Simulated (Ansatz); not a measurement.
# CH4ClFSSi: how energies converge with the basis set

An exercise on one series of results from a longer session: the logs are not shown, and one member is left open.

Program: Ansatz 0.2.0, Gaussian basis. Level of theory: one geometry, several basis sets. These are calculated values, not measurements.

Levels to be run: PBE0-D4/def2-SVP; ωB97M-V/def2-SVP; PBE0-D4/def2-QZVPP; ωB97M-V/def2-QZVPP; the functionals' def2-TZVPP values are taken from earlier runs.

**Structure used throughout**

The geometry comes from an earlier relaxation with PBE0-D4 in a triple-zeta def2 set; it is a stationary point, not always the lowest conformer.

9 atoms, charge 0, spin multiplicity 1.

Atoms are counted from 1 here; the program's logs count them from 0.

Bond lengths: C1–S2 1.819 Å, C1–H6 1.089 Å, C1–H7 1.089 Å, C1–H8 1.089 Å, S2–Si3 2.095 Å, Si3–F4 1.592 Å, Si3–Cl5 2.044 Å, Si3–H9 1.473 Å. Angles: S2–C1–H6 106.1°, S2–C1–H7 110.9°, S2–C1–H8 110.7°, H6–C1–H7 109.2°, H6–C1–H8 109.3°, H7–C1–H8 110.4°, C1–S2–Si3 100.5°, S2–Si3–F4 111.7°, S2–Si3–Cl5 112.0°, S2–Si3–H9 108.8°, F4–Si3–Cl5 105.2°, F4–Si3–H9 109.1°, Cl5–Si3–H9 110.1°.

Set-up of the first run:

in.yaml

```yaml
crystal:
  periodic: [false, false, false]
  atoms:
    - {symbol: C, position_ang: [-0.662049, -1.024756, -0.933001]}
    - {symbol: S, position_ang: [0.780273, -1.101973, 0.172852]}
    - {symbol: Si, position_ang: [0.740973, 0.828695, 0.986133]}
    - {symbol: F, position_ang: [-0.567409, 1.071671, 1.859634]}
    - {symbol: Cl, position_ang: [0.691770, 2.269066, -0.462925]}
    - {symbol: H, position_ang: [-0.708620, -1.988791, -1.437376]}
    - {symbol: H, position_ang: [-1.578893, -0.871801, -0.366482]}
    - {symbol: H, position_ang: [-0.536576, -0.236460, -1.673464]}
    - {symbol: H, position_ang: [1.929130, 1.008051, 1.837529]}
basis:
  gaussian: {orbitals: def2-SVP}
hamiltonian: {xc: pbe0, dispersion: d4}
output: {orbitals: {seedname: orbitals}}
```

Run with:

```sh
$ ansatz run in.yaml --threads 4 --pin off --events-out ev --progress --plain --max-ram 10444MiB
```

Among the steps run: PBE0-D4 in def2-SVP; ωB97M-V in def2-SVP; PBE0-D4 in def2-QZVPP; ωB97M-V in def2-QZVPP.

One of the session's tables, all rows but one given; the rest of the session is left out.

It belongs to the step «Functionals by basis». 

```
functional       basis  HOMO (eV)  LUMO (eV)
   PBE0-D4    def2-SVP      -7.50       0.19
   PBE0-D4  def2-TZVPP          ?          ?
   PBE0-D4  def2-QZVPP      -7.59      -0.47
   ωB97M-V    def2-SVP      -9.66       2.26
   ωB97M-V  def2-TZVPP      -9.75       1.65
   ωB97M-V  def2-QZVPP      -9.79       1.20
```

**Question.** Estimate the row for PBE0-D4, def2-TZVPP.

As computed: HOMO (eV): -7.56; LUMO (eV): -0.27. In the column «HOMO (eV)» it lies between PBE0-D4, def2-QZVPP (-7.59) and PBE0-D4, def2-SVP (-7.50).
